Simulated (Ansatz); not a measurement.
# C2H5BTe: how energies converge with the basis set

Aim: see how fast density functionals converge with the basis set for C2H5BTe.

Computed with Ansatz 0.2.0, Gaussian basis. Level: one geometry, several basis sets.

Levels to be run: PBE0-D4/def2-SVP; ωB97M-V/def2-SVP; PBE0-D4/def2-QZVPP; ωB97M-V/def2-QZVPP; the functionals' def2-TZVPP values are taken from earlier runs.

### 1 Structure used throughout

All runs share one geometry, relaxed beforehand with PBE0-D4 in a triple-zeta def2 set. Te takes the def2 core potential; no spin-orbit term is included.

9 atoms, charge 0, spin multiplicity 1.

Atoms are counted from 1 here; the program's logs count them from 0.

Bond lengths: B1–C2 1.553 Å, B1–C4 1.553 Å, B1–H5 1.194 Å, C2–Te3 2.214 Å, C2–H6 1.087 Å, C2–H7 1.087 Å, Te3–C4 2.214 Å, C4–H8 1.087 Å, C4–H9 1.087 Å. Angles: C2–B1–C4 110.0°, C2–B1–H5 123.6°, C4–B1–H5 123.6°, B1–C2–Te3 73.6°, B1–C2–H6 120.6°, B1–C2–H7 121.4°, Te3–C2–H6 114.5°, Te3–C2–H7 105.0°, H6–C2–H7 113.0°, C2–Te3–C4 70.2°, B1–C4–Te3 73.6°, B1–C4–H8 120.6°, B1–C4–H9 121.4° and more.

### 2 PBE0-D4 in def2-SVP

The input, in.yaml:

```yaml
crystal:
  periodic: [false, false, false]
  atoms:
    - {symbol: B, position_ang: [-0.438531, 0.141207, -0.593727]}
    - {symbol: C, position_ang: [0.875547, 0.907492, -0.280454]}
    - {symbol: Te, position_ang: [1.258340, -1.218336, 0.205793]}
    - {symbol: C, position_ang: [-0.856732, -0.719393, 0.629632]}
    - {symbol: H, position_ang: [-0.851434, -0.037914, -1.699857]}
    - {symbol: H, position_ang: [1.490084, 1.302665, -1.084664]}
    - {symbol: H, position_ang: [1.010840, 1.438799, 0.658150]}
    - {symbol: H, position_ang: [-1.547251, -1.549872, 0.511058]}
    - {symbol: H, position_ang: [-0.852263, -0.310949, 1.636967]}
basis:
  gaussian: {orbitals: def2-SVP}
hamiltonian: {xc: pbe0, dispersion: d4}
output: {orbitals: {seedname: orbitals}}
```

Run with:

```bash
> ansatz run in.yaml --threads 2 --pin off --events-out ev --progress --plain --max-ram 4352MiB
```

Output:

```text
Functional definition: PBE0
  name "PBE0"
  cite "Adamo & Barone, J. Chem. Phys. 110, 6158 (1999) doi:10.1063/1.478522"
  cite "Perdew, Burke & Ernzerhof, Phys. Rev. Lett. 77, 3865 (1996) doi:10.1103/PhysRevLett.77.3865"
  parent pbe
  parameter a = 0.25
  parameter kappa = 0.804
  parameter beta = 0.06672455060314922
  exchange = (1 - a)*pbe_x(kappa = kappa, mu = beta*pi^2/3) + a*exact_x
  correlation = pbe_c(beta = beta)
1117 factors; their error is unknown
mean field evaluation 1: about -10108.0620 eV, gradient 6.2e1 eV
mean field evaluation 2: about -10086.7681 eV, gradient 9.9e1 eV
mean field evaluation 4: about -10118.9486 eV, gradient 4.3e0 eV
mean field evaluation 8: about -10119.0100 eV, gradient 3.9e-2 eV
mean field evaluation 16: about -10119.1089 eV, gradient 4.7e-5 eV
mean field -10119.10889734 eV, -371.8703929990 hartree, gradient 4.0e-5 eV, S^2 0.000000; 0 other end points of the search recorded, 0 dependent functions left out
reference -10119.10892211 eV, -371.8703939091 hartree; 23, 23 occupied and 70, 70 virtual orbitals, 1117 factors
Total energy: -10119.28936461 eV, -371.8770250487 hartree
```

It took 1.4 s on 2 threads of Arm Neoverse V2, shared host.

### 3 ωB97M-V in def2-SVP

in.yaml, as its differences from that of step 2:

```diff
@@ -14,3 +14,3 @@
   gaussian: {orbitals: def2-SVP}
-hamiltonian: {xc: pbe0, dispersion: d4}
+hamiltonian: {xc: {name: wB97M-V}}
 output: {orbitals: {seedname: orbitals}}
```

The command is unchanged.

Output, shortened:

```text
Functional definition: wB97M-V
  name "wB97M-V"
  cite "Mardirossian & Head-Gordon, J. Chem. Phys. 144, 214110 (2016) doi:10.1063/1.4952647"
  cite "Becke, J. Chem. Phys. 107, 8554 (1997) doi:10.1063/1.475007"
  cite "Vydrov & Van Voorhis, J. Chem. Phys. 133, 244103 (2010) doi:10.1063/1.3521275"
  # Of w^i u^j: cxij and so on, Table III.
[...]
  gx(w, u) = 1 - cx + cx01*u + cx10*w
  gss(w, u) = css00 + css04*u^4 + css10*w + css20*w^2 + css43*w^4*u^3
  gos(w, u) = cos00 + cos10*w + (cos20 + cos21*u)*w^2 + (cos60 + cos61*u)*w^6
[...]
      + integral(e_c_pw_mod_opposite_spin*gos(b97_w_opposite, b97_u_opposite)) + vv10(b, c)
1099 factors; their error is unknown
280 factors; integrals over basis functions are off by at most 6.4e-6 eV
[...]
mean field -10119.85823810 eV, -371.8979307640 hartree, gradient 4.4e-5 eV, S^2 0.000000; 0 other end points of the search recorded, 0 dependent functions left out
reference -10119.85827593 eV, -371.8979321540 hartree; 23, 23 occupied and 70, 70 virtual orbitals, 1099 factors
Total energy: -10119.85827593 eV, -371.8979321540 hartree
```

It took 6 s on 2 threads of Arm Neoverse V2, shared host; peak memory 0.27 GiB.

### 4 PBE0-D4 in def2-QZVPP

in.yaml, as its differences from that of step 3:

```diff
@@ -13,4 +13,4 @@
 basis:
-  gaussian: {orbitals: def2-SVP}
-hamiltonian: {xc: {name: wB97M-V}}
+  gaussian: {orbitals: "def2-QZVPP.json"}
+hamiltonian: {xc: pbe0, dispersion: d4}
 output: {orbitals: {seedname: orbitals}}
```

The command is unchanged.

Output:

```text
Functional definition: PBE0
  name "PBE0"
  cite "Adamo & Barone, J. Chem. Phys. 110, 6158 (1999) doi:10.1063/1.478522"
  cite "Perdew, Burke & Ernzerhof, Phys. Rev. Lett. 77, 3865 (1996) doi:10.1103/PhysRevLett.77.3865"
  parent pbe
  parameter a = 0.25
  parameter kappa = 0.804
  parameter beta = 0.06672455060314922
  exchange = (1 - a)*pbe_x(kappa = kappa, mu = beta*pi^2/3) + a*exact_x
  correlation = pbe_c(beta = beta)
1329 factors; their error is unknown
mean field evaluation 1: about -10104.0247 eV, gradient 8.5e1 eV
mean field evaluation 2: about -10037.4912 eV, gradient 1.7e2 eV
mean field evaluation 4: about -10122.5765 eV, gradient 1.1e1 eV
mean field evaluation 8: about -10122.7842 eV, gradient 2.0e-1 eV
mean field evaluation 16: about -10122.8116 eV, gradient 9.0e-5 eV
mean field -10122.81158265 eV, -372.0064641744 hartree, gradient 3.3e-5 eV, S^2 0.000000; 0 other end points of the search recorded, 0 dependent functions left out
reference -10122.81161878 eV, -372.0064655020 hartree; 23, 23 occupied and 380, 380 virtual orbitals, 1329 factors
Total energy: -10122.99206128 eV, -372.0130966416 hartree
```

It took 9 s on 2 threads of Arm Neoverse V2, shared host; peak memory 1.1 GiB.

### 5 ωB97M-V in def2-QZVPP

in.yaml, as its differences from that of step 4:

```diff
@@ -14,3 +14,3 @@
   gaussian: {orbitals: "def2-QZVPP.json"}
-hamiltonian: {xc: pbe0, dispersion: d4}
+hamiltonian: {xc: {name: wB97M-V}}
 output: {orbitals: {seedname: orbitals}}
```

Launched as before.

Output, shortened:

```text
Functional definition: wB97M-V
  name "wB97M-V"
  cite "Mardirossian & Head-Gordon, J. Chem. Phys. 144, 214110 (2016) doi:10.1063/1.4952647"
  cite "Becke, J. Chem. Phys. 107, 8554 (1997) doi:10.1063/1.475007"
  cite "Vydrov & Van Voorhis, J. Chem. Phys. 133, 244103 (2010) doi:10.1063/1.3521275"
  # Of w^i u^j: cxij and so on, Table III.
[...]
  gx(w, u) = 1 - cx + cx01*u + cx10*w
  gss(w, u) = css00 + css04*u^4 + css10*w + css20*w^2 + css43*w^4*u^3
  gos(w, u) = cos00 + cos10*w + (cos20 + cos21*u)*w^2 + (cos60 + cos61*u)*w^6
[...]
      + integral(e_c_pw_mod_opposite_spin*gos(b97_w_opposite, b97_u_opposite)) + vv10(b, c)
1290 factors; their error is unknown
351 factors; integrals over basis functions are off by at most 1.7e-5 eV
[...]
mean field -10123.76548894 eV, -372.0415195838 hartree, gradient 7.5e-5 eV, S^2 0.000000; 0 other end points of the search recorded, 0 dependent functions left out
reference -10123.76554651 eV, -372.0415216995 hartree; 23, 23 occupied and 380, 380 virtual orbitals, 1290 factors
Total energy: -10123.76554651 eV, -372.0415216995 hartree
```

Wall time 27 s (2 threads of Arm Neoverse V2, shared host); peak memory 1.4 GiB.

### 6 Density functionals: the series

The def2-TZVPP values come from earlier runs at the same geometry.

| functional | basis | functions | energy (eV) | from the largest (eV) | HOMO (eV) | LUMO (eV) |
| --- | --- | --- | --- | --- | --- | --- |
| PBE0-D4 | def2-SVP | 93 | -10119.2894 | 3.703 | -6.31 | -1.23 |
| PBE0-D4 | def2-TZVPP | 213 | -10122.7676 | 0.224 | -6.36 | -1.37 |
| PBE0-D4 | def2-QZVPP | 403 | -10122.9921 | 0.000 | -6.37 | -1.40 |
| ωB97M-V | def2-SVP | 93 | -10119.8583 | 3.907 | -8.37 | 0.74 |
| ωB97M-V | def2-TZVPP | 213 | -10123.5484 | 0.217 | -8.44 | 0.46 |
| ωB97M-V | def2-QZVPP | 403 | -10123.7655 | 0.000 | -8.45 | 0.37 |

### 7 Summary of results

```
                                       quantity          value
PBE0-D4: double and triple zeta above quadruple  3.70, 0.22 eV
ωB97M-V: double and triple zeta above quadruple  3.91, 0.22 eV
```

In words: For PBE0-D4 the step from double to triple zeta gains 3.48 eV and the next only 0.22 eV. Total energies overstate the basis error of differences, where much of it tends to cancel.

For PBE0-D4 the largest set took about 7 times as long as the smallest (9 s against 1.4 s).
